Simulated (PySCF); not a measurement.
**MoO2F2 (SMILES [O]=[Mo](=[O])([F])[F]): PBE/def2-SVP (core potential)**

What is the vertical singlet–triplet gap of MoO2F2 at PBE/def2-SVP (core potential)? Input form: a Python script.

The results are computed with PySCF 2.14.0.

## (1) The structure to begin with

The species is MoO2F2 (5 atoms), meant as a singlet with charge 0. SMILES: `[O]=[Mo](=[O])([F])[F]`. The coordinates come from a PBE0-D4/def2-TZVP relaxation.

Bond lengths: O1–Mo2 1.663 Å, Mo2–O3 1.663 Å, Mo2–F4 1.836 Å, Mo2–F5 1.836 Å. Angles: O1–Mo2–O3 106.6°, O1–Mo2–F4 109.7°, O1–Mo2–F5 109.7°, O3–Mo2–F4 109.7°, O3–Mo2–F5 109.7°, F4–Mo2–F5 111.4°.

## (2) A single-point energy at PBE/def2-SVP (core potential)

Input file mol.xyz:

```xyz
5
F2MoO2
O      0.625000    -1.039600     1.161700
Mo     0.005300    -0.015800     0.007500
O     -1.179200     0.880400     0.754700
F     -0.730300    -0.996600    -1.358700
F      1.328900     1.097900    -0.606700
```

Input file run.py:

```python
from pyscf import gto, dft

mol = gto.Mole()
mol.atom = 'mol.xyz'
mol.ecp = {'Mo': 'def2-svp'}
mol.basis = 'def2-svp'
mol.charge = 0
mol.max_memory = 1860
mol.verbose = 4
mol.spin = 0
mol.build()

mf = dft.RKS(mol)
mf.xc = 'pbe'
mf.grids.level = 1
mf.conv_tol = 1e-10
mf.kernel()
if not mf.converged:
    mf = mf.newton().run(mf.mo_coeff, mf.mo_occ)

e_final = mf.e_tot
print(f'total energy: {e_final:.8f} hartree')
```

Launch:

```
$ OMP_NUM_THREADS=1 python run.py
```

Standard output:

```text
PySCF version 2.14.0

[INPUT] num. atoms = 5
[INPUT] num. electrons = 48
[INPUT] charge = 0
[INPUT] spin (= nelec alpha-beta = 2S) = 0
[INPUT] symmetry False subgroup None
[INPUT] Mole.unit = angstrom
[INPUT] Symbol           X                Y                Z      unit          X                Y                Z       unit  Magmom
[INPUT]  1 O      0.625000000000  -1.039600000000   1.161700000000 AA    1.181078827853  -1.964559279098   2.195294838907 Bohr   0.0
[INPUT]  2 Mo     0.005300000000  -0.015800000000   0.007500000000 AA    0.010015548460  -0.029857672768   0.014172945934 Bohr   0.0
[INPUT]  3 O     -1.179200000000   0.880400000000   0.754700000000 AA   -2.228365046087   1.663714880067   1.426176306209 Bohr   0.0
[INPUT]  4 F     -0.730300000000  -0.996600000000  -1.358700000000 AA   -1.380066988770  -1.883301055742  -2.567570885447 Bohr   0.0
[INPUT]  5 F      1.328900000000   1.097900000000  -0.606700000000 AA    2.511257046935   2.074730312160  -1.146496839774 Bohr   0.0

nuclear repulsion = 224.030300269716
number of shells = 35
number of NR pGTOs = 153
number of NR cGTOs = 87
basis = def2-svp
ecp = {'Mo': 'def2-svp'}

******** <class 'pyscf.dft.rks.RKS'> ********
method = RKS
initial guess = minao
damping factor = 0
level_shift factor = 0
DIIS = <class 'pyscf.scf.diis.CDIIS'>
diis_start_cycle = 1
diis_space = 8
diis_damp = 0
SCF conv_tol = 1e-10
SCF conv_tol_grad = None
SCF max_cycles = 50
direct_scf = True
direct_scf_tol = 1e-13
XC library pyscf.dft.libxc version 7.0.0
    S. Lehtola, C. Steigemann, M. J.T. Oliveira, and M. A.L. Marques.,  SoftwareX 7, 1–5 (2018)
XC functionals = pbe
    J. P. Perdew, K. Burke, and M. Ernzerhof.,  Phys. Rev. Lett. 77, 3865 (1996)
    J. P. Perdew, K. Burke, and M. Ernzerhof.,  Phys. Rev. Lett. 78, 1396 (1997)
    J. P. Perdew, K. Burke, and M. Ernzerhof.,  Phys. Rev. Lett. 77, 3865 (1996)
    J. P. Perdew, K. Burke, and M. Ernzerhof.,  Phys. Rev. Lett. 78, 1396 (1997)
radial grids:
    Treutler-Ahlrichs [JCP 102, 346 (1995); DOI:10.1063/1.469408] (M4) radial grids

becke partition: Becke, JCP 88, 2547 (1988); DOI:10.1063/1.454033
pruning grids: <function nwchem_prune>
grids dens level: 1
symmetrized grids: False
atomic radii adjust function: <function treutler_atomic_radii_adjust>
small_rho_cutoff = 0
Set gradient conv threshold to 1e-05
Initial guess from minao.
tot grids = 29136
init E= -410.566493842187
  HOMO = -0.622649553901951  LUMO = -0.35859028170083  gap/eV = 7.18542
cycle= 1 E= -417.327286046169  delta_E= -6.76  |g|= 1.83  |ddm|= 3.29
  HOMO = -0.0926897851156367  LUMO = -0.0862638542782105  gap/eV = 0.17486
cycle= 2 E= -403.845165205829  delta_E= 13.5  |g|= 6.38  |ddm|=  6.7
  HOMO = -0.216951312491719  LUMO = -0.0824012045001189  gap/eV = 3.66129
cycle= 3 E= -416.80791513893  delta_E=  -13  |g|= 2.48  |ddm|= 6.47
  HOMO = -0.274478686275945  LUMO = -0.0920371182931636  gap/eV = 4.96449
cycle= 4 E= -417.897223594135  delta_E= -1.09  |g|= 0.583  |ddm|= 1.81
  HOMO = -0.346462138446803  LUMO = -0.179864173019459  gap/eV = 4.53336
cycle= 5 E= -417.954893328357  delta_E= -0.0577  |g|= 0.286  |ddm|= 0.676
  HOMO = -0.305542078854153  LUMO = -0.139359670160048  gap/eV = 4.52205
cycle= 6 E= -417.970735604654  delta_E= -0.0158  |g|= 0.0874  |ddm|= 0.25
  HOMO = -0.30690559646299  LUMO = -0.142199857301252  gap/eV = 4.48187
cycle= 7 E= -417.971708414722  delta_E= -0.000973  |g|= 0.0512  |ddm|= 0.0273
  HOMO = -0.305861248890874  LUMO = -0.142374321852861  gap/eV = 4.44871
cycle= 8 E= -417.972059623491  delta_E= -0.000351  |g|= 0.0286  |ddm|= 0.0188
  HOMO = -0.30536823162285  LUMO = -0.142695122709142  gap/eV = 4.42656
cycle= 9 E= -417.972108738072  delta_E= -4.91e-05  |g|= 0.0234  |ddm|= 0.0211
  HOMO = -0.305022322670951  LUMO = -0.143050557078879  gap/eV = 4.40748
cycle= 10 E= -417.972216232346  delta_E= -0.000107  |g|= 0.00321  |ddm|= 0.0153
  HOMO = -0.305133423756974  LUMO = -0.143078802135564  gap/eV = 4.40973
cycle= 11 E= -417.97221791606  delta_E= -1.68e-06  |g|= 0.00164  |ddm|= 0.00236
  HOMO = -0.305184576528013  LUMO = -0.143061999461282  gap/eV = 4.41158
cycle= 12 E= -417.972218344117  delta_E= -4.28e-07  |g|= 0.000658  |ddm|= 0.00146
  HOMO = -0.305181347364247  LUMO = -0.143098568767416  gap/eV = 4.41050
cycle= 13 E= -417.972218435957  delta_E= -9.18e-08  |g|= 2.27e-05  |ddm|= 0.000482
  HOMO = -0.305179178170942  LUMO = -0.143096350347038  gap/eV = 4.41050
cycle= 14 E= -417.97221843606  delta_E= -1.03e-10  |g|= 8.78e-06  |ddm|= 2.65e-05
  HOMO = -0.305179644782587  LUMO = -0.143096409494214  gap/eV = 4.41051
cycle= 15 E= -417.972218436077  delta_E= -1.63e-11  |g|= 5.34e-07  |ddm|= 8.14e-06
  HOMO = -0.305179488787235  LUMO = -0.143096411274116  gap/eV = 4.41051
Extra cycle  E= -417.972218436078  delta_E= -1.14e-12  |g|= 2.54e-06  |ddm|= 1.98e-06
converged SCF energy = -417.972218436078
total energy: -417.97221844 hartree
```

Wall time 3.9 s (1 thread of Arm Neoverse V1, shared host); peak memory 0.26 GiB.

## (3) The triplet, same level

mol.xyz is that of step 2.

Input file job.py:

```python
from pyscf import gto, dft

mol = gto.M(
    atom='mol.xyz',
    max_memory=1860,
    spin=2,
    verbose=4,
    ecp={'Mo': 'def2-svp'},
    basis='def2-svp',
)

mf = dft.UKS(mol)
mf.xc = 'pbe'
mf.conv_tol = 1e-10
mf.grids.level = 1
mf.kernel()
if not mf.converged:
    mf = mf.newton().run(mf.mo_coeff, mf.mo_occ)

energy = mf.e_tot
print('E = %.10f Eh' % energy)
```

Launch:

```
$ OMP_NUM_THREADS=1 python job.py
```

Standard output:

```text
PySCF version 2.14.0

[INPUT] num. atoms = 5
[INPUT] num. electrons = 48
[INPUT] charge = 0
[INPUT] spin (= nelec alpha-beta = 2S) = 2
[INPUT] symmetry False subgroup None
[INPUT] Mole.unit = angstrom
[INPUT] Symbol           X                Y                Z      unit          X                Y                Z       unit  Magmom
[INPUT]  1 O      0.625000000000  -1.039600000000   1.161700000000 AA    1.181078827853  -1.964559279098   2.195294838907 Bohr   0.0
[INPUT]  2 Mo     0.005300000000  -0.015800000000   0.007500000000 AA    0.010015548460  -0.029857672768   0.014172945934 Bohr   0.0
[INPUT]  3 O     -1.179200000000   0.880400000000   0.754700000000 AA   -2.228365046087   1.663714880067   1.426176306209 Bohr   0.0
[INPUT]  4 F     -0.730300000000  -0.996600000000  -1.358700000000 AA   -1.380066988770  -1.883301055742  -2.567570885447 Bohr   0.0
[INPUT]  5 F      1.328900000000   1.097900000000  -0.606700000000 AA    2.511257046935   2.074730312160  -1.146496839774 Bohr   0.0

nuclear repulsion = 224.030300269716
number of shells = 35
number of NR pGTOs = 153
number of NR cGTOs = 87
basis = def2-svp
ecp = {'Mo': 'def2-svp'}

******** <class 'pyscf.dft.uks.UKS'> ********
method = UKS
initial guess = minao
damping factor = 0
level_shift factor = 0
DIIS = <class 'pyscf.scf.diis.CDIIS'>
diis_start_cycle = 1
diis_space = 8
diis_damp = 0
SCF conv_tol = 1e-10
SCF conv_tol_grad = None
SCF max_cycles = 50
direct_scf = True
direct_scf_tol = 1e-13
number electrons alpha = 25  beta = 23
XC library pyscf.dft.libxc version 7.0.0
    S. Lehtola, C. Steigemann, M. J.T. Oliveira, and M. A.L. Marques.,  SoftwareX 7, 1–5 (2018)
XC functionals = pbe
    J. P. Perdew, K. Burke, and M. Ernzerhof.,  Phys. Rev. Lett. 77, 3865 (1996)
    J. P. Perdew, K. Burke, and M. Ernzerhof.,  Phys. Rev. Lett. 78, 1396 (1997)
    J. P. Perdew, K. Burke, and M. Ernzerhof.,  Phys. Rev. Lett. 77, 3865 (1996)
    J. P. Perdew, K. Burke, and M. Ernzerhof.,  Phys. Rev. Lett. 78, 1396 (1997)
radial grids:
    Treutler-Ahlrichs [JCP 102, 346 (1995); DOI:10.1063/1.469408] (M4) radial grids

becke partition: Becke, JCP 88, 2547 (1988); DOI:10.1063/1.454033
pruning grids: <function nwchem_prune>
grids dens level: 1
symmetrized grids: False
atomic radii adjust function: <function treutler_atomic_radii_adjust>
small_rho_cutoff = 0
Set gradient conv threshold to 1e-05
tot grids = 29136
init E= -410.566493842187
[... the frontier-level lines of each cycle are left out ...]


cycle= 1 E= -417.503662593365  delta_E= -6.94  |g|= 0.908  |ddm|= 2.39


cycle= 2 E= -414.3094747021  delta_E= 3.19  |g|= 2.99  |ddm|= 2.39


cycle= 3 E= -417.753653369613  delta_E= -3.44  |g|= 0.336  |ddm|= 2.09


cycle= 4 E= -417.777616304332  delta_E= -0.024  |g|= 0.267  |ddm|= 0.471


cycle= 5 E= -417.80040618113  delta_E= -0.0228  |g|= 0.116  |ddm|= 0.261


cycle= 6 E= -417.806147700107  delta_E= -0.00574  |g|= 0.0135  |ddm|= 0.106


cycle= 7 E= -417.806130706148  delta_E= 1.7e-05  |g|= 0.0148  |ddm|= 0.0158


cycle= 8 E= -417.80622171386  delta_E= -9.1e-05  |g|= 0.00335  |ddm|= 0.0131


cycle= 9 E= -417.80622652363  delta_E= -4.81e-06  |g|= 0.000442  |ddm|= 0.00282


cycle= 10 E= -417.806226619096  delta_E= -9.55e-08  |g|= 8.96e-05  |ddm|= 0.000559


cycle= 11 E= -417.806226616745  delta_E= 2.35e-09  |g|= 0.00015  |ddm|= 0.000199


cycle= 12 E= -417.806226624801  delta_E= -8.06e-09  |g|= 3.63e-05  |ddm|= 0.000125


cycle= 13 E= -417.806226625432  delta_E= -6.31e-10  |g|= 5.69e-06  |ddm|= 4.37e-05


cycle= 14 E= -417.80622662545  delta_E= -1.8e-11  |g|= 1.52e-06  |ddm|= 1.29e-05


Extra cycle  E= -417.806226625451  delta_E= -6.82e-13  |g|= 3.02e-06  |ddm|= 7.54e-06
converged SCF energy = -417.806226625451  <S^2> = 2.0061667  2S+1 = 3.0041083
E = -417.8062266255 Eh
```

Run time: 6 s. Hardware: 1 thread of Arm Neoverse V1, shared host; peak memory 0.27 GiB.

## (4) Outcome

At PBE/def2-SVP (core potential):

```
                                        quantity          value
                           singlet: total energy  -417.97222 Eh
                          singlet: dipole moment         1.02 D
                            singlet: HOMO energy       -8.30 eV
                            singlet: LUMO energy       -3.89 eV
                          singlet: HOMO–LUMO gap        4.41 eV
                           triplet: total energy  -417.80623 Eh
                          triplet: dipole moment         0.44 D
     triplet: HOMO energy (highest over α and β)       -3.64 eV
                                   triplet: ⟨S²⟩          2.006
vertical energy of the triplet above the singlet       4.517 eV
```

What this shows: At this shape the triplet lies 4.52 eV (104 kcal/mol) above the singlet. Mulliken charges (singlet) run from -0.29 on F4 to +1.14 on Mo2; they depend strongly on the basis.
